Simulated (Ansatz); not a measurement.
# ScB2P3: the cost of one run

Program: Ansatz 0.2.0. Level of theory: DFT PBE, scalar-relativistic, plane waves, PAW. These are calculated values, not measurements.

## 1. The starting structure

Symmetry: P6/mmm, No. 191, hexagonal system. Conventional cell: a = 4.020 Å, b = 4.020 Å, c = 4.738 Å, α = 90.00°, β = 90.00°, γ = 120.00°. Sc (site symmetry 6/mmm) is surrounded by 12 P at 3.11 Å and 12 B at 3.32 Å. B (site symmetry -6m2) is surrounded by 3 P at 1.16 Å. Around P (site symmetry mmm) lie 2 B at 1.16 Å.

Coordinates:

```cif
data_structure
_symmetry_space_group_name_H-M 'P6/mmm'
_symmetry_Int_Tables_number 191
_cell_length_a 4.0198
_cell_length_b 4.0198
_cell_length_c 4.7381
_cell_angle_alpha 90.000
_cell_angle_beta 90.000
_cell_angle_gamma 120.000
_cell_volume 66.31
loop_
_atom_site_label
_atom_site_type_symbol
_atom_site_symmetry_multiplicity
_atom_site_Wyckoff_symbol
_atom_site_fract_x
_atom_site_fract_y
_atom_site_fract_z
_atom_site_occupancy
Sc1 Sc 1 a 0.00000 0.00000 0.00000 1
B1 B 2 d 0.33333 0.66667 0.50000 1
P1 P 3 g 0.50000 0.00000 0.50000 1
```

The cell is invented: random cell by space group and Wyckoff sites (P6/mmm, No. 191). The dimensions are guesses.

## 2. The guess as it stands, on a coarse mesh

input.yaml

```yaml
crystal:
  lattice:
    - [4.01979972, 0.0, 0.0]
    - [-2.00989986, 3.48124868, 0.0]
    - [0.0, 0.0, 4.7381328]
  atoms:
    - { symbol: Sc, position: [0.0, 0.0, 0.0] }
    - { symbol: B, position: [0.33333333, 0.66666667, 0.5] }
    - { symbol: B, position: [0.66666667, 0.33333333, 0.5] }
    - { symbol: P, position: [0.5, 0.0, 0.5] }
    - { symbol: P, position: [0.0, 0.5, 0.5] }
    - { symbol: P, position: [0.5, 0.5, 0.5] }
basis:
  ecutwfc: 420
kpoints:
  mp_grid: { grid: [6, 6, 4] }
hamiltonian:
  xc: pbe
scf:
  occupations: { method: gaussian, width: 0.1 }
  lower_state_search: "off"
output:
  forces: true
  stress: true
  eigenvalues: true
```

The run is started by

```sh
$ ansatz run input.yaml --threads 1 --pin off --max-ram 2560MiB --backend cpu --events-out ev --progress --plain --runs-dir out
```

Q: Estimate wall time and peak memory on 1 thread of Intel Xeon at 2.50GHz (Skylake/Cascade Lake), shared host.

About 6.4 s, with a peak of 0.36 GiB.
